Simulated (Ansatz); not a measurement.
# Molecular dynamics of Al

Input:

```yaml
crystal:
  lattice:
    - [8.23281, 0.0, 0.0]
    - [0.0, 8.23281, 0.0]
    - [0.0, 0.0, 8.23281]
  atoms:
    - { symbol: Al, position: [0.5, 0.0, 0.0] }
    - { symbol: Al, position: [0.75, 0.25, 0.0] }
    - { symbol: Al, position: [0.75, 0.0, 0.25] }
    - { symbol: Al, position: [0.0, 0.0, 0.0] }
    - { symbol: Al, position: [0.25, 0.25, 0.0] }
    - { symbol: Al, position: [0.5, 0.5, 0.0] }
    - { symbol: Al, position: [0.75, 0.75, 0.0] }
    - { symbol: Al, position: [0.25, 0.0, 0.25] }
    - { symbol: Al, position: [0.5, 0.25, 0.25] }
    - { symbol: Al, position: [0.75, 0.5, 0.25] }
    - { symbol: Al, position: [0.5, 0.0, 0.5] }
    - { symbol: Al, position: [0.75, 0.25, 0.5] }
    - { symbol: Al, position: [0.75, 0.0, 0.75] }
    - { symbol: Al, position: [0.0, 0.5, 0.0] }
    - { symbol: Al, position: [0.25, 0.75, 0.0] }
    - { symbol: Al, position: [0.0, 0.25, 0.25] }
    - { symbol: Al, position: [0.25, 0.5, 0.25] }
    - { symbol: Al, position: [0.5, 0.75, 0.25] }
    - { symbol: Al, position: [0.0, 0.0, 0.5] }
    - { symbol: Al, position: [0.25, 0.25, 0.5] }
    - { symbol: Al, position: [0.5, 0.5, 0.5] }
    - { symbol: Al, position: [0.75, 0.75, 0.5] }
    - { symbol: Al, position: [0.25, 0.0, 0.75] }
    - { symbol: Al, position: [0.5, 0.25, 0.75] }
    - { symbol: Al, position: [0.75, 0.5, 0.75] }
    - { symbol: Al, position: [0.0, 0.75, 0.25] }
    - { symbol: Al, position: [0.0, 0.5, 0.5] }
    - { symbol: Al, position: [0.25, 0.75, 0.5] }
    - { symbol: Al, position: [0.0, 0.25, 0.75] }
    - { symbol: Al, position: [0.25, 0.5, 0.75] }
    - { symbol: Al, position: [0.5, 0.75, 0.75] }
    - { symbol: Al, position: [0.0, 0.75, 0.75] }
basis:
  ecutwfc: 420.0
kpoints:
  mp_grid: { grid: [2, 2, 2] }
hamiltonian:
  xc: pbesol
scf:
  occupations: { method: fermi_dirac, width: 0.1 }
  lower_state_search: "off"
md:
  timestep: 2
  n_steps: 100
  ensemble: nvt_langevin
  temperature: 900.0
  initial_velocities: maxwell_boltzmann
  seed: 103231
  friction: 0.02
```

Command:

```bash
$ ansatz run input.yaml --threads 2 --pin off --max-ram 5120MiB --backend cpu --events-out ev --progress --plain --runs-dir out
```

It starts from a structure without forces on its atoms.

Output, in part (one step line in 4):

```
md step     0: t =     0.00 fs  T =   871.9 K  F+E_penalty+E_count = -16784.92238468 eV  E_kin = 3.606354 eV  (6 SCF iters)
md step     4: t =     8.00 fs  T =   764.6 K  F+E_penalty+E_count = -16784.65407534 eV  E_kin = 3.162458 eV  (6 SCF iters)
md step     8: t =    16.00 fs  T =   625.5 K  F+E_penalty+E_count = -16784.02220842 eV  E_kin = 2.587084 eV  (5 SCF iters)
md step    12: t =    24.00 fs  T =   570.4 K  F+E_penalty+E_count = -16783.26545488 eV  E_kin = 2.359186 eV  (5 SCF iters)
md step    16: t =    32.00 fs  T =   538.8 K  F+E_penalty+E_count = -16782.62598939 eV  E_kin = 2.228838 eV  (5 SCF iters)
md step    20: t =    40.00 fs  T =   549.0 K  F+E_penalty+E_count = -16782.12411249 eV  E_kin = 2.270689 eV  (6 SCF iters)
md step    24: t =    48.00 fs  T =   534.1 K  F+E_penalty+E_count = -16781.91679816 eV  E_kin = 2.209171 eV  (5 SCF iters)
md step    28: t =    56.00 fs  T =   618.7 K  F+E_penalty+E_count = -16781.85686729 eV  E_kin = 2.559202 eV  (5 SCF iters)
md step    32: t =    64.00 fs  T =   674.4 K  F+E_penalty+E_count = -16781.88895873 eV  E_kin = 2.789673 eV  (5 SCF iters)
md step    36: t =    72.00 fs  T =   803.8 K  F+E_penalty+E_count = -16781.99505156 eV  E_kin = 3.324812 eV  (5 SCF iters)
md step    40: t =    80.00 fs  T =   945.0 K  F+E_penalty+E_count = -16782.12775561 eV  E_kin = 3.908942 eV  (6 SCF iters)
md step    44: t =    88.00 fs  T =   874.0 K  F+E_penalty+E_count = -16782.17491751 eV  E_kin = 3.615265 eV  (5 SCF iters)
md step    48: t =    96.00 fs  T =   861.9 K  F+E_penalty+E_count = -16782.08540049 eV  E_kin = 3.564934 eV  (5 SCF iters)
md step    52: t =   104.00 fs  T =   978.7 K  F+E_penalty+E_count = -16781.66539927 eV  E_kin = 4.048258 eV  (5 SCF iters)
md step    56: t =   112.00 fs  T =  1086.9 K  F+E_penalty+E_count = -16781.22129660 eV  E_kin = 4.495851 eV  (5 SCF iters)
md step    60: t =   120.00 fs  T =  1165.6 K  F+E_penalty+E_count = -16781.20469794 eV  E_kin = 4.821477 eV  (6 SCF iters)
md step    64: t =   128.00 fs  T =  1213.6 K  F+E_penalty+E_count = -16781.08204504 eV  E_kin = 5.019852 eV  (5 SCF iters)
md step    68: t =   136.00 fs  T =  1139.7 K  F+E_penalty+E_count = -16780.81756829 eV  E_kin = 4.714009 eV  (5 SCF iters)
md step    72: t =   144.00 fs  T =   962.9 K  F+E_penalty+E_count = -16780.64583081 eV  E_kin = 3.982861 eV  (5 SCF iters)
md step    76: t =   152.00 fs  T =   953.1 K  F+E_penalty+E_count = -16780.67607989 eV  E_kin = 3.942291 eV  (5 SCF iters)
md step    80: t =   160.00 fs  T =   878.4 K  F+E_penalty+E_count = -16780.94525014 eV  E_kin = 3.633441 eV  (6 SCF iters)
md step    84: t =   168.00 fs  T =   939.8 K  F+E_penalty+E_count = -16780.99681448 eV  E_kin = 3.887417 eV  (5 SCF iters)
md step    88: t =   176.00 fs  T =   793.8 K  F+E_penalty+E_count = -16780.83088788 eV  E_kin = 3.283546 eV  (5 SCF iters)
md step    92: t =   184.00 fs  T =   980.9 K  F+E_penalty+E_count = -16780.71030704 eV  E_kin = 4.057175 eV  (5 SCF iters)
md step    96: t =   192.00 fs  T =   899.8 K  F+E_penalty+E_count = -16780.79631089 eV  E_kin = 3.722000 eV  (5 SCF iters)
md step   100: t =   200.00 fs  T =   944.1 K  F+E_penalty+E_count = -16781.15840547 eV  E_kin = 3.905134 eV  (6 SCF iters)
```

All steps were run. The mean temperature of the second half is 10 % above the set value. A run of 0.2 ps of so small a system gives no equilibrium averages. Limits of this set-up: coarse k mesh.

Mean squared displacements from the first frame to the last, about the centre of mass: Al 0.11 Å².

Last frame:

```xyz
32
Lattice="8.2328 0.0000 0.0000 0.0000 8.2328 0.0000 0.0000 0.0000 8.2328" Properties=species:S:1:pos:R:3
Al 4.022 0.101 -0.156
Al 6.282 1.787 0.035
Al 6.463 0.113 2.030
Al -0.189 -0.049 -0.171
Al 2.270 1.798 0.176
Al 4.187 4.076 -0.082
Al 6.095 6.210 0.374
Al 1.739 -0.126 2.188
Al 4.170 1.823 2.009
Al 6.106 3.860 2.059
Al 3.953 -0.317 4.144
Al 5.916 1.664 4.406
Al 5.897 0.025 6.420
Al -0.036 3.991 0.242
Al 2.138 5.965 0.076
Al 0.129 1.993 2.100
Al 1.983 4.074 2.138
Al 3.966 5.849 2.385
Al -0.302 -0.047 4.434
Al 2.098 1.849 3.890
Al 4.316 3.825 4.046
Al 6.341 5.845 4.232
Al 2.046 -0.322 6.264
Al 4.202 1.987 6.269
Al 6.312 3.834 6.254
Al -0.073 6.000 1.915
Al 0.111 3.794 4.317
Al 1.110 6.188 4.340
Al 0.297 2.198 6.273
Al 2.244 3.881 5.934
Al 4.031 5.923 6.228
Al -0.572 6.124 6.550
```

Run time: 11 min on 2 threads of Arm Neoverse V2 (shared host), peak memory 1.2 GiB.
